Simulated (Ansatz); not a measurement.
**C₂H₂OTe: one species, many methods**

How much do the methods differ for C₂H₂OTe? The plan is to run it at one geometry with functionals of several rungs and with coupled cluster. The yardstick is the atomisation energy at the CCSD(T) limit.

Program: Ansatz 0.2.0, Gaussian basis. Level of theory: functionals in def2-TZVPP, the program's frozen cores in correlated methods. These are calculated values, not measurements.

Plan: LDA (SPW92), PBE-D4, revPBE-D4, BLYP-D4, r2SCAN-D4, B97M-V, PBE0-D4, B3LYP-D4, r2SCANh-D4, r2SCAN0-D4, HSE06-D4, BHLYP-D4, CAM-B3LYP-D4, LC-ωPBE, ωB97X-V, ωB97M-V, B2PLYP, PBE-QIDH; CCSD(T)/def2-SVP; CCSD(T)/def2-TZVPP; MP2/def2-QZVPP; extrapolation to the limit; RPA on PBE.

## (1) The geometry

An earlier PBE0-D4 in a triple-zeta def2 set relaxation fixed the geometry. Te takes the def2 core potential; no spin-orbit term is included.

SMILES `O=C=C[TeH]`, 6 atoms, charge 0, spin multiplicity 1.

Atoms are counted from 1 here; the program's logs count them from 0.

Bond lengths: O1–C2 1.155 Å, C2–C3 1.308 Å, C3–Te4 2.085 Å, C3–H5 1.079 Å, Te4–H6 1.666 Å. Angles: O1–C2–C3 178.6°, C2–C3–Te4 115.5°, C2–C3–H5 121.7°, Te4–C3–H5 122.8°, C3–Te4–H6 95.8°.

Coordinates:

```mol
C2H2OTe
  3D, bonds by distance, orders not assigned

  6  5  0  0  0  0  0  0  0  0999 V2000
    0.2496   -2.1098    0.9472 O   0  0
    0.4225   -1.0864    0.4395 C   0  0
    0.5883    0.0713   -0.1465 C   0  0
   -1.0564    0.7793   -1.2144 Te  0  0
    1.5291    0.5979   -0.1040 H   0  0
   -1.6911    1.6838    0.0321 H   0  0
  1  2  8  0
  2  3  8  0
  3  4  8  0
  3  5  8  0
  4  6  8  0
M  END
```

## (2) LDA

This LDA is Slater exchange with PW92 correlation.

The input, in.yaml:

```yaml
crystal:
  periodic: [false, false, false]
  atoms:
    - {symbol: O, position_ang: [0.249584, -2.109812, 0.947178]}
    - {symbol: C, position_ang: [0.422526, -1.086445, 0.439538]}
    - {symbol: C, position_ang: [0.588250, 0.071264, -0.146503]}
    - {symbol: Te, position_ang: [-1.056393, 0.779340, -1.214387]}
    - {symbol: H, position_ang: [1.529149, 0.597919, -0.103982]}
    - {symbol: H, position_ang: [-1.691114, 1.683835, 0.032056]}
basis:
  gaussian: {orbitals: def2-TZVPP}
hamiltonian: {xc: lda}
output: {orbitals: {seedname: orbitals}}
```

The run is started by

```
$ ansatz run in.yaml --threads 2 --pin off --events-out ev --progress --plain --max-ram 4352MiB
```

Further steps of the session: PBE-D4 (GGA); revPBE-D4 (GGA); BLYP-D4 (GGA); r2SCAN-D4 (meta-GGA); B97M-V (meta-GGA); PBE0-D4 (hybrid); B3LYP-D4 (hybrid); r2SCANh-D4 (hybrid); r2SCAN0-D4 (hybrid); HSE06-D4 (hybrid); BHLYP-D4 (hybrid); CAM-B3LYP-D4 (range-separated); LC-ωPBE (range-separated); ωB97X-V (range-separated); ωB97M-V (range-separated); B2PLYP (double hybrid); PBE-QIDH (double hybrid); CCSD(T) in def2-SVP; CCSD(T) in def2-TZVPP; MP2 in def2-QZVPP; RPA on PBE orbitals.

Before running them: what should the planned runs give, taken together? Wanted: atomisation energy, CCSD(T)/CBS; farthest beyond LDA; mean size of error, GGA; mean size of error, meta-GGA; mean size of error, hybrid; mean size of error, range-separated; mean size of error, double hybrid; gap, smallest and largest; T1 diagnostic.

The runs gave:

| quantity | value |
| --- | --- |
| atomisation energy, CCSD(T)/CBS | 2335.1 kJ/mol |
| functionals within 23.4 kJ/mol (1.0 %) | r2SCAN-D4, B97M-V, B3LYP-D4, r2SCANh-D4, CAM-B3LYP-D4, LC-ωPBE, ωB97X-V, ωB97M-V, B2PLYP, PBE-QIDH |
| farthest beyond LDA | BHLYP-D4 (-131.0 kJ/mol) |
| mean size of error, GGA | 72.1 kJ/mol |
| mean size of error, meta-GGA | 18.9 kJ/mol |
| mean size of error, hybrid | 43.5 kJ/mol |
| mean size of error, range-separated | 5.0 kJ/mol |
| mean size of error, double hybrid | 19.0 kJ/mol |
| gap, smallest and largest | 2.90 eV (LDA (SPW92)), 9.77 eV (LC-ωPBE) |
| T1 diagnostic | 0.0142 |
| triples share of the correlation energy | 3.8 % |

LDA overbinds by 464.4 kJ/mol (20 %). PBE-D4 is off by +127.2 kJ/mol. Double hybrids carry the basis error of their MP2 part in triple zeta, and no dispersion term here, so their miss is partly the set-up's. The rungs range-separated, meta-GGA, double hybrid miss on average by less than the doubt on the reference (23.4 kJ/mol), so they tie; GGA functionals have the largest mean beyond LDA (72.1 kJ/mol). The reference freezes the cores and leaves out spin-orbit coupling and excitations past (T), and its outer-core shells are covered unevenly, so misses under about 23.4 kJ/mol can't be ranked. All levels share the lack of spin-orbit coupling, which lowers the free heavy atoms and so the true binding. Hartree-Fock recovers 65 % of the binding; the rest is correlation. CCSD(T) in def2-SVP is off by -154.0 kJ/mol, which most functionals beat. Orbital gaps span 2.9 to 9.8 eV; exact exchange widens them. Correlated methods include outer-core shells of Te, which these sets cover unevenly.
